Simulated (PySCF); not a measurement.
**AlSiH3F2 (SMILES [F][Al]([F])[SiH3]), step by step**

We compute a transition-state search (HF/cc-pVDZ), then the harmonic vibrations, then the energy, then the energy (SVWN5/BFD-VTZ), then a single-point energy of AlSiH3F2. The job is set up through a Python script.

Program for the calculation: PySCF 2.14.0.

### Step 1. The molecule

AlSiH3F2 has 7 atoms, charge 0, and is taken as a singlet. SMILES: `[F][Al]([F])[SiH3]`. The run starts from this shape.

Bond lengths: F1–Al2 1.643 Å, Al2–F3 1.644 Å, Al2–Si4 2.431 Å, Si4–H5 1.488 Å, Al2–H6 1.783 Å, Si4–H7 1.488 Å. Angles: F1–Al2–F3 117.0°, F1–Al2–Si4 122.2°, F3–Al2–Si4 120.8°, F1–Al2–H6 75.2°, F3–Al2–H6 167.8°, Si4–Al2–H6 47.0°, Al2–Si4–H5 109.6°, Al2–Si4–H7 109.7°, H5–Si4–H7 108.4°.

### Step 2. A transition-state search at HF/cc-pVDZ (run 1)

The input, geometry.xyz:

```xyz
7
AlF2H3Si
F      1.132200    -0.635500     2.299300
Al     0.637500    -0.942400     0.762600
F      0.934400    -2.446300     0.169800
Si    -0.483600     0.731300    -0.597700
H      0.313100     0.992200    -1.826700
H      0.152358     0.745933     1.067959
H     -1.823500     0.229400    -1.005000
```

The input, input.py:

```python
# [F][Al]([F])[SiH3]
from pyscf import gto, scf
from pyscf.geomopt.geometric_solver import kernel as optimise

mol = gto.M(
    atom='geometry.xyz',
    verbose=3,
    basis='cc-pvdz',
    spin=0,
    max_memory=1860,
)

calc0 = scf.RHF(mol)
converged, mol_eq = optimise(calc0, maxsteps=60, transition=True, hessian=True)
print('converged:', converged)
print(mol_eq.tostring())

calc0.reset(mol_eq)
mol = mol_eq
calc0.kernel()
etot = calc0.e_tot
print('E(%s) = %.9f' % ('HF', etot))
```

The run is started by

```console
$ OMP_NUM_THREADS=1 python input.py
```

What it wrote:

```text
converged SCF energy = -731.50166631548

maxiter                   60
transition                True
----------------------------------------------------------
 Transition state optimization requested.
Custom engine selected.
Requested bond order-based connectivity but it is not available in the current engine
Bonds will be generated from interatomic distances less than 1.20 times sum of covalent radii
21 internal coordinates being used (instead of 21 Cartesians)
Internal coordinate system (atoms numbered from 1):
Distance 1-2
Distance 2-3
Distance 2-4
Distance 2-6
Distance 4-5
Distance 4-7
Angle 1-2-6
Angle 4-2-6
Angle 2-4-5
Angle 2-4-7
Angle 5-4-7
LinearAngleX 3-2-6
LinearAngleY 3-2-6
Out-of-Plane 2-1-3-4
Out-of-Plane 2-1-3-6
Out-of-Plane 2-1-4-6
Out-of-Plane 2-3-4-6
Dihedral 1-2-4-5
Dihedral 1-2-4-7
Dihedral 3-2-4-5
Dihedral 3-2-4-7
Dihedral 6-2-4-5
Dihedral 6-2-4-7
Translation-X 1-7
Translation-Y 1-7
Translation-Z 1-7
Rotation-A 1-7
Rotation-B 1-7
Rotation-C 1-7
[... 24 lines left out ...]
WARN: Mole.unit (angstrom) is changed to Bohr
[... 24 lines left out ...]
Zero-point vibrational energy:                                   17.2973 kcal/mol
[... 74 lines left out ...]
converged SCF energy = -731.513039184513
[... 129 lines left out ...]
converged SCF energy = -731.532962897903
[... 129 lines left out ...]
converged SCF energy = -731.542338766014
[... 129 lines left out ...]
converged SCF energy = -731.548265528646
[... 129 lines left out ...]
converged SCF energy = -731.551310858977
[... 131 lines left out ...]
converged SCF energy = -731.551746294351
[... 129 lines left out ...]
converged SCF energy = -731.551777029414
[... 118 lines left out ...]
Converged! =D
[... 1 line left out ...]
converged: True
F           1.16193868       -0.86987492        2.14401957
Al          0.56179913       -0.92224507        0.58371905
F           0.76754895       -2.38534389       -0.20285429
Si         -0.56730594        0.95493634       -0.60735364
H           0.70176218        0.53586750       -1.28861894
H          -0.29546025        1.59670375        0.70566172
H          -1.46782505       -0.23541076       -0.46431511
converged SCF energy = -731.551783122343
E(HF) = -731.551783122
```

Wall time 2.6 min (1 thread of Intel Xeon 6975P-C (Granite Rapids), shared host); peak memory 0.18 GiB.

Step by step:

| step | energy from the first frame kept (eV) | largest force (eV/Å) |
| --- | --- | --- |
| 0 | 0.0000 | 4.3516 |
| 2 | -0.1764 | 4.2183 |
| 4 | -0.4733 | 3.7059 |
| 6 | -0.7152 | 2.6784 |
| 8 | -0.8516 | 1.9506 |
| 10 | -0.9365 | 1.3982 |
| 12 | -1.0712 | 1.0584 |
| 14 | -1.1625 | 0.7690 |
| 16 | -1.2299 | 0.5736 |
| 18 | -1.2680 | 0.4100 |
| 20 | -1.3142 | 0.3061 |
| 22 | -1.3421 | 0.1669 |
| 24 | -1.3567 | 0.1372 |
| 26 | -1.3629 | 0.1525 |
| 28 | -1.3627 | 0.0963 |
| 30 | -1.3624 | 0.0586 |
| 32 | -1.3631 | 0.0773 |
| 34 | -1.3636 | 0.0144 |
| 36 | -1.3637 | 0.0078 |
| 37 | -1.3637 | 0.0029 |

After the run. Bond lengths: F1–Al2 1.673 Å, Al2–F3 1.674 Å, Al2–Si4 2.493 Å, Si4–H5 1.500 Å, Si4–H6 1.487 Å, Si4–H7 1.499 Å. Angles: F1–Al2–F3 114.9°, F1–Al2–Si4 125.8°, F3–Al2–Si4 119.3°, Al2–Si4–H5 67.9°, Al2–Si4–H6 79.6°, Al2–Si4–H7 68.2°, H5–Si4–H6 111.5°, H5–Si4–H7 109.2°, H6–Si4–H7 111.6°.

### Step 3. The harmonic vibrations at HF/cc-pVDZ (run 2)

The input, geometry.xyz:

```xyz
7

F      0.799641    -0.266307     1.784814
Al     0.199501    -0.318677     0.224513
F      0.405251    -1.781776    -0.562060
Si    -0.929604     1.558504    -0.966560
H      0.339464     1.139435    -1.647825
H     -0.657758     2.200272     0.346456
H     -1.830123     0.368157    -0.823521
```

The input, input.py:

```python
# [F][Al]([F])[SiH3]
import numpy
from pyscf import gto, symm
from pyscf.hessian import thermo

system = gto.M(
    atom='geometry.xyz',
    basis='cc-pvdz',
    verbose=3,
    max_memory=1860,
    spin=0,
)

myscf = system.RHF()
myscf.kernel()

e_tot = myscf.e_tot
print('Final energy', e_tot)
hess = myscf.Hessian().kernel()
modes = thermo.harmonic_analysis(system, hess)
print('frequencies (1/cm)', numpy.round(modes['freq_wavenumber'], 1))
symm.geom.TOLERANCE = 1e-3  # for the symmetry number
th = thermo.thermo(myscf, modes['freq_au'], 298.15, 101325)
thermo.dump_thermo(system, th)
```

The run is started by

```console
$ OMP_NUM_THREADS=1 python input.py
```

What it wrote:

```text
converged SCF energy = -731.551783122425
Final energy -731.5517831224246
frequencies (1/cm) [   0. +1013.3j    0.   +23.9j  130.3   +0.j   219.9   +0.j
  229.9   +0.j   359.8   +0.j   408.7   +0.j   415.3   +0.j
  801.9   +0.j   924.1   +0.j  1003.2   +0.j  1024.    +0.j
 2241.3   +0.j  2253.7   +0.j  2316.2   +0.j ]
temperature 298.1500 [K]
pressure 101325.00 [Pa]
Rotational constants [GHz] 6.20185 2.49357 1.81705
Symmetry number 1
Zero-point energy (ZPE) 0.02809 [Eh]   73739.197 [J/mol]
                           tot       elec      trans        rot        vib
Entropy [J/mol/K]       320.885      0.000    165.682    112.295     42.908
Cv [J/mol/K]             74.424      0.000     12.472     12.472     49.480
Cp [J/mol/K]             82.738      0.000     20.786     12.472     49.480
Internal energy [J/mol]                      3718.434   3718.434  81268.759
Internal energy [Eh]   -731.51800  -731.55178
Enthalpy [J/mol]                             6197.391   3718.434  81268.759
Enthalpy [Eh]          -731.51705
Gibbs free energy [J/mol]                  -43200.787 -29762.198  68475.770
Gibbs free energy [Eh] -731.55349
```

Wall time 33 s (1 thread of Intel Xeon 6975P-C (Granite Rapids), shared host); peak memory 0.16 GiB.

### Step 4. A single-point energy at HF/cc-pVDZ (run 4)

The input, geometry.xyz:

```xyz
7
AlF2H3Si
F      1.132200    -0.635500     2.299300
Al     0.637500    -0.942400     0.762600
F      0.934400    -2.446300     0.169800
Si    -0.483600     0.731300    -0.597700
H      0.313100     0.992200    -1.826700
H     -0.649000     2.003300     0.152200
H     -1.823500     0.229400    -1.005000
```

The input, job.py:

```python
from pyscf import gto, scf

mol = gto.Mole()
mol.atom = 'geometry.xyz'
mol.charge = 0
mol.max_memory = 1860
mol.basis = 'cc-pvdz'
mol.verbose = 3
mol.build()

mf = scf.RHF(mol)
mf.kernel()

energy = mf.e_tot
print(f'total energy: {energy:.8f} hartree')
```

The run is started by

```console
$ OMP_NUM_THREADS=1 python job.py
```

What it wrote:

```text
converged SCF energy = -731.622567031616
total energy: -731.62256703 hartree
```

Wall time 0.94 s (1 thread of Intel Xeon 6975P-C (Granite Rapids), shared host); peak memory 0.14 GiB.

### Step 5. The energy at SVWN5/BFD-VTZ (core potential, SMD nitromethane) (run 5)

The input, job.py:

```python
from pyscf import gto, dft, solvent

molecule = gto.Mole()
molecule.atom = '''
F        1.161939      -0.869875       2.144020
Al       0.561799      -0.922245       0.583719
F        0.767549      -2.385344      -0.202854
Si      -0.567306       0.954936      -0.607354
H        0.701762       0.535867      -1.288619
H       -0.295460       1.596704       0.705662
H       -1.467825      -0.235411      -0.464315
'''
molecule.basis = 'bfd-vtz'
molecule.max_memory = 1860
molecule.verbose = 3
molecule.ecp = 'bfd'
molecule.build()

calc0 = dft.RKS(molecule)
calc0.xc = 'svwn'
calc0 = calc0.SMD()
calc0.with_solvent.solvent = 'nitromethane'
calc0.kernel()

energy = calc0.e_tot
print('Final energy', energy)
calc0.analyze()
```

The run is started by

```console
$ OMP_NUM_THREADS=1 python job.py
```

What it wrote:

```text
converged SCF energy = -56.1812682661457
[... 13 lines left out ...]
MO #12  energy= -0.215912922477366 occ= 2
[... 12 lines left out ...]
MO #25  energy= 0.161797761000221  occ= 0
[... 12 lines left out ...]
MO #38  energy= 0.513331516761187  occ= 0
[... 12 lines left out ...]
MO #51  energy= 0.749580931136471  occ= 0
[... 12 lines left out ...]
MO #64  energy= 1.01537772902114   occ= 0
[... 12 lines left out ...]
MO #77  energy= 1.4642270018053    occ= 0
[... 12 lines left out ...]
MO #90  energy= 2.12699407449098   occ= 0
[... 12 lines left out ...]
MO #103 energy= 3.02300653266777   occ= 0
[... 12 lines left out ...]
MO #116 energy= 4.05254633699248   occ= 0
[... 12 lines left out ...]
MO #129 energy= 5.51161372976933   occ= 0
[... 12 lines left out ...]
MO #142 energy= 6.60240529364142   occ= 0
[... 12 lines left out ...]
MO #155 energy= 10.8322573361102   occ= 0
[... 8 lines left out ...]
Dipole moment(X, Y, Z, Debye): -1.09323,  1.98181, -0.97773
```

It took 77 s on 1 thread of Intel Xeon 6975P-C (Granite Rapids), shared host; peak memory 1.2 GiB.

### Step 6. The energy at SVWN5/BFD-VTZ (core potential, SMD nitromethane) (run 6)

The input, job.py:

```python
from pyscf import gto, dft, solvent

mol = gto.M(
    atom='''
F      1.132200    -0.635500     2.299300
Al     0.637500    -0.942400     0.762600
F      0.934400    -2.446300     0.169800
Si    -0.483600     0.731300    -0.597700
H      0.313100     0.992200    -1.826700
H     -0.649000     2.003300     0.152200
H     -1.823500     0.229400    -1.005000
''',
    basis='bfd-vtz',
    verbose=3,
    spin=0,
    symmetry=True,
    charge=0,
    ecp='bfd',
    max_memory=1860,
)

mf = dft.RKS(mol, xc='svwn')
mf = mf.SMD()
mf.with_solvent.solvent = 'nitromethane'
mf.kernel()

e_final = mf.e_tot
print(f'total energy: {e_final:.8f} hartree')
mf.analyze()
```

The run is started by

```console
$ OMP_NUM_THREADS=1 python job.py
```

What it wrote:

```text
converged SCF energy = -56.2148261829776
[... 13 lines left out ...]
MO #12  energy= -0.254781437863403 occ= 2
[... 12 lines left out ...]
MO #25  energy= 0.160310255361605  occ= 0
[... 12 lines left out ...]
MO #38  energy= 0.508456304953522  occ= 0
[... 12 lines left out ...]
MO #51  energy= 0.754428849975219  occ= 0
[... 12 lines left out ...]
MO #64  energy= 1.03492485345895   occ= 0
[... 12 lines left out ...]
MO #77  energy= 1.47624385936229   occ= 0
[... 12 lines left out ...]
MO #90  energy= 2.14051926686045   occ= 0
[... 12 lines left out ...]
MO #103 energy= 3.04999058556603   occ= 0
[... 12 lines left out ...]
MO #116 energy= 4.05451619715955   occ= 0
[... 12 lines left out ...]
MO #129 energy= 5.42680758008083   occ= 0
[... 12 lines left out ...]
MO #142 energy= 6.59303061556429   occ= 0
[... 12 lines left out ...]
MO #155 energy= 10.841501920553    occ= 0
[... 8 lines left out ...]
Dipole moment(X, Y, Z, Debye): -0.81858,  1.26267, -0.94644
```

Run time: 69 s. Hardware: 1 thread of Intel Xeon 6975P-C (Granite Rapids), shared host; peak memory 1.2 GiB.

### Step 7. Outcome

| quantity | value |
| --- | --- |
| run 1, HF/cc-pVDZ: total energy at the end | -731.55178 Eh |
| run 1, HF/cc-pVDZ: dipole moment | 2.64 D |
| run 1, HF/cc-pVDZ: HOMO energy | -9.26 eV |
| run 1, HF/cc-pVDZ: LUMO energy | 1.39 eV |
| run 1, HF/cc-pVDZ: HOMO–LUMO gap | 10.65 eV |
| run 2, HF/cc-pVDZ: lowest harmonic wavenumber | 1013i cm⁻¹ (imaginary) |
| run 2, HF/cc-pVDZ: highest harmonic wavenumber | 2316 cm⁻¹ |
| run 4, HF/cc-pVDZ: total energy | -731.62257 Eh |
| run 4, HF/cc-pVDZ: dipole moment | 2.01 D |
| run 4, HF/cc-pVDZ: HOMO energy | -11.43 eV |
| run 4, HF/cc-pVDZ: LUMO energy | 1.36 eV |
| run 4, HF/cc-pVDZ: HOMO–LUMO gap | 12.79 eV |
| run 5, SVWN5/BFD-VTZ | no result (a known fault or a wrong state: its values are left out) |
| run 6, SVWN5/BFD-VTZ | no result (a known fault or a wrong state: its values are left out) |

Mulliken charges (run 1, HF/cc-pVDZ) run from -0.53 on F1 to +1.13 on Al2; they depend strongly on the basis. 2 modes are imaginary (lowest 1013i cm⁻¹): a higher-order saddle point. 2 of the 5 runs ended normally but are set aside, since settings or state are in doubt.
